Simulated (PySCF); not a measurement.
# [Pb(NH2)2]2+: other functionals and bases at one geometry

Aim: see how levels, charges and forces of [Pb(NH2)2]2+ depend on the level of theory. The structure is generated, not taken from experiment.

Method: several levels, as the steps say, no spin–orbit coupling; program: PySCF 2.14.0.

1 further run of the same task is left out (for a known fault of the program).

## Step 1: The system as given

7 atoms, charge 2, spin multiplicity 1.

Bond lengths: Pb1–N2 2.206 Å, Pb1–N5 2.206 Å, N2–H3 1.050 Å, N2–H4 1.051 Å, N5–H6 1.050 Å, N5–H7 1.051 Å. Angles: N2–Pb1–N5 127.7°, Pb1–N2–H3 113.1°, Pb1–N2–H4 113.1°, H3–N2–H4 106.5°, Pb1–N5–H6 113.1°, Pb1–N5–H7 113.1°, H6–N5–H7 106.5°.

As a file:

```
atom    x (Å)    y (Å)    z (Å)
 Pb1   0.0000   0.0000  -0.1503
  N2   1.9778  -0.1033   0.8210
  H3   2.6898  -0.6261   0.2525
  H4   2.3898   0.8433   1.0199
  N5  -1.9778   0.1033   0.8210
  H6  -2.6898   0.6261   0.2525
  H7  -2.3898  -0.8433   1.0199
```

Formal oxidation states: Pb +4. An earlier session relaxed this geometry at PBE, Pb def2-SVP with ECP60, N def2-SVP, H def2-SVP (singlet, point group C2).

At PBE on the finer grid: E = -303.779023 Eh, HOMO -18.39 eV, LUMO -17.31 eV, Mulliken charge on Pb1 +1.29 e, largest force component 0.006 eV/Å. 

Levels to run: BP86; r2SCAN; BLYP; wB97X; PBE, TZVP; PBE, x2c-SVP. Hardware: 2 threads of Arm Neoverse V1, shared host.

## Step 2: BP86

File run.py (the lines that set the calculation):

```python
mol = gto.M(atom='''
Pb     0.00000     0.00000    -0.15034
N      1.97779    -0.10330     0.82097
H      2.68982    -0.62608     0.25249
H      2.38979     0.84334     1.01987
N     -1.97779     0.10330     0.82097
H     -2.68982     0.62608     0.25249
H     -2.38979    -0.84334     1.01987''',
    basis={'Pb': 'def2-SVP', 'N': 'def2-SVP', 'H': 'def2-SVP'},
    ecp={'Pb': 'def2-SVP'},
    charge=2, spin=0)
mf = dft.RKS(mol, xc='B88,P86')
mf.grids.atom_grid = (75, 302)
mf = mf.density_fit()  # fitting sets: Pb def2-universal-JKFIT, N def2-universal-JKFIT, H def2-universal-JKFIT
mf.conv_tol = 1e-08; mf.max_cycle = 55
mf.kernel(dm0)  # dm0: the density of the relaxed state
```

The run is started by

```console
$ OMP_NUM_THREADS=2 python run.py
```

## Step 3: r2SCAN

Edit run.py (the lines that set the calculation) of step 2 so:

```diff
@@ -11,3 +11,3 @@
     charge=2, spin=0)
-mf = dft.RKS(mol, xc='B88,P86')
+mf = dft.RKS(mol, xc='R2SCAN')
 mf.grids.atom_grid = (75, 302)
```

## Step 4: BLYP

Edit run.py (the lines that set the calculation) of step 3 so:

```diff
@@ -11,3 +11,3 @@
     charge=2, spin=0)
-mf = dft.RKS(mol, xc='R2SCAN')
+mf = dft.RKS(mol, xc='BLYP')
 mf.grids.atom_grid = (75, 302)
```

## Step 5: wB97X

Edit run.py (the lines that set the calculation) of step 4 so:

```diff
@@ -11,3 +11,3 @@
     charge=2, spin=0)
-mf = dft.RKS(mol, xc='BLYP')
+mf = dft.RKS(mol, xc='WB97X')
 mf.grids.atom_grid = (75, 302)
```

## Step 6: PBE, TZVP

Basis: Pb def2-TZVP with ECP60, N def2-TZVP, H def2-TZVP. 

Edit run.py (the lines that set the calculation) of step 5 so:

```diff
@@ -8,6 +8,6 @@
 H     -2.38979    -0.84334     1.01987''',
-    basis={'Pb': 'def2-SVP', 'N': 'def2-SVP', 'H': 'def2-SVP'},
-    ecp={'Pb': 'def2-SVP'},
+    basis={'Pb': 'def2-TZVP', 'N': 'def2-TZVP', 'H': 'def2-TZVP'},
+    ecp={'Pb': 'def2-TZVP'},
     charge=2, spin=0)
-mf = dft.RKS(mol, xc='WB97X')
+mf = dft.RKS(mol, xc='PBE')
 mf.grids.atom_grid = (75, 302)
@@ -15,2 +15,2 @@
 mf.conv_tol = 1e-08; mf.max_cycle = 55
-mf.kernel(dm0)  # dm0: the density of the relaxed state
+mf.kernel(dm0)  # dm0: free metal ions and neutral atoms
```

## Step 7: PBE, x2c-SVP

Basis: Pb x2c-SVPall, N x2c-SVPall, H x2c-SVPall. All electrons are treated, with the spin-free X2C Hamiltonian.

File run.py (the lines that set the calculation):

```python
mol = gto.M(atom='''
Pb     0.00000     0.00000    -0.15034
N      1.97779    -0.10330     0.82097
H      2.68982    -0.62608     0.25249
H      2.38979     0.84334     1.01987
N     -1.97779     0.10330     0.82097
H     -2.68982     0.62608     0.25249
H     -2.38979    -0.84334     1.01987''',
    basis={'Pb': 'x2c-SVPall', 'N': 'x2c-SVPall', 'H': 'x2c-SVPall'},
    nucmod='G',
    charge=2, spin=0)
mf = dft.RKS(mol, xc='PBE')
mf.grids.atom_grid = (99, 590)
mf = mf.density_fit()  # fitting sets: Pb AutoAux, N AutoAux, H AutoAux
mf = mf.sfx2c1e()
mf.conv_tol = 1e-08; mf.max_cycle = 55
mf.kernel(dm0)  # dm0: free metal ions and neutral atoms
```

Q: Predict the outcome of this session. Wanted: for each run, HOMO; gap; charge on Pb1; dipole; largest force.

As calculated:

| level | state | HOMO (eV) | gap (eV) | charge on Pb1 (e) | dipole (D) | largest force (eV/Å) | basis functions | time |
| --- | --- | --- | --- | --- | --- | --- | --- | --- |
| PBE (relaxed here) | singlet | -18.39 | 1.07 | 1.29 | 1.03 | 0.01 | 74 | 5.9 s |
| BP86 | singlet | -18.50 | 1.09 | 1.29 | 1.05 | 0.04 | 74 | 2.8 s |
| r2SCAN | singlet | -18.59 | 1.31 | 1.35 | 0.89 | 0.28 | 74 | 3.9 s |
| BLYP | singlet | -18.24 | 1.08 | 1.27 | 1.12 | 0.29 | 74 | 2.7 s |
| wB97X | singlet | -21.27 | 6.53 | 1.36 | 0.42 | 1.04 | 74 | 3.3 s |
| PBE, TZVP | singlet | -18.43 | 1.17 | 1.36 | 1.11 | 0.46 | 136 | 7.1 s |
| PBE, x2c-SVP | singlet | -18.40 | 1.08 | 1.33 | 1.05 | 0.22 | 110 | 19 s |

Times are on 2 threads of Arm Neoverse V1, shared host; the first row also made further properties. The dipole of a charged species depends on the origin, so these sizes hold for this origin alone.

In one basis the HOMO–LUMO gap runs from 1.07 eV (PBE) to 6.53 eV (wB97X). The largest leftover force, 1.04 eV/Å with wB97X, stands at a geometry relaxed at another level. The Mulliken charge on Pb spans +1.27 to +1.36 e over the levels. Total energies of different levels can't be compared. Spin–orbit coupling is left out throughout.
